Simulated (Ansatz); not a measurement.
A run of Ansatz 0.2.0 is set up as follows.

File input.yaml:

```yaml
crystal:
  lattice:
    - [3.16592, 0.0, 0.0]
    - [0.0, 3.16592, 0.0]
    - [0.0, 0.0, 3.16592]
  atoms:
    - { symbol: Ga, position: [0.0, 0.0, 0.0] }
    - { symbol: F, position: [0.5, 0.5, 0.5] }
hamiltonian:
  xc: hse06
  pseudopotentials: { kind: paw }
kpoints:
  mp_grid: { grid: [5, 5, 5] }
scf:
  occupations: { method: fermi_dirac, width: 0.05 }
  n_extra_bands: 6
output:
  forces: true
  stress: true
  eigenvalues: true
  dos: { projected: true, de: 0.05 }
```

Potentials or basis: Ansatz PAW.

Run with:

```sh
$ ansatz run input.yaml --threads 2 --pin off --max-ram 5632MiB --backend cpu --events-out ev --progress --plain --runs-dir out
```

Estimate the pressure.

-0.6 GPa.

What does it give for the band gap on the k mesh?

2.86 eV, indirect (least direct gap 3.73 eV).

States per cell in windows of 1 eV (zero at the valence-band top; states under -8 eV left out):
| from (eV) | total | F 2p | Ga 4p | Ga 4s | F 2s |
| --- | --- | --- | --- | --- | --- |
| -8.0 | 0.00 | 0.00 | 0.00 | 0.00 | 0.00 |
| -7.0 | 0.83 | 0.36 | 0.09 | 0.36 | 0.02 |
| -6.0 | 0.98 | 0.57 | 0.16 | 0.24 | 0.01 |
| -5.0 | 1.65 | 1.42 | 0.20 | 0.02 | 0.00 |
| -4.0 | 2.55 | 2.46 | 0.07 | 0.00 | 0.00 |
| -3.0 | 0.13 | 0.09 | 0.01 | 0.02 | 0.00 |
| -2.0 | 0.70 | 0.32 | 0.04 | 0.32 | 0.01 |
| -1.0 | 1.17 | 0.40 | 0.07 | 0.69 | 0.01 |
| 0.0 | 0.00 | 0.00 | 0.00 | 0.00 | 0.00 |
| 1.0 | 0.00 | 0.00 | 0.00 | 0.00 | 0.00 |
| 2.0 | 0.00 | 0.00 | 0.00 | 0.00 | 0.00 |
| 3.0 | 0.33 | 0.03 | 0.24 | 0.03 | 0.02 |
| 4.0 | 1.30 | 0.12 | 1.07 | 0.05 | 0.03 |
| 5.0 | 0.73 | 0.07 | 0.61 | 0.03 | 0.01 |
| 6.0 | 0.72 | 0.05 | 0.60 | 0.04 | 0.01 |
| 7.0 | 0.69 | 0.03 | 0.59 | 0.04 | 0.00 |

Caveat: odd divisions of the mesh miss points on the zone boundary, where band edges often lie, so the gap on the mesh can be too wide; the PAW data sets come from PBE, with cores solved anew for the run's functional, which leaves a small shift of forces and pressure; the density of states is complete only up to the lowest level of the last band computed; the thresholds are loose for stress. A k mesh can miss the band edges.
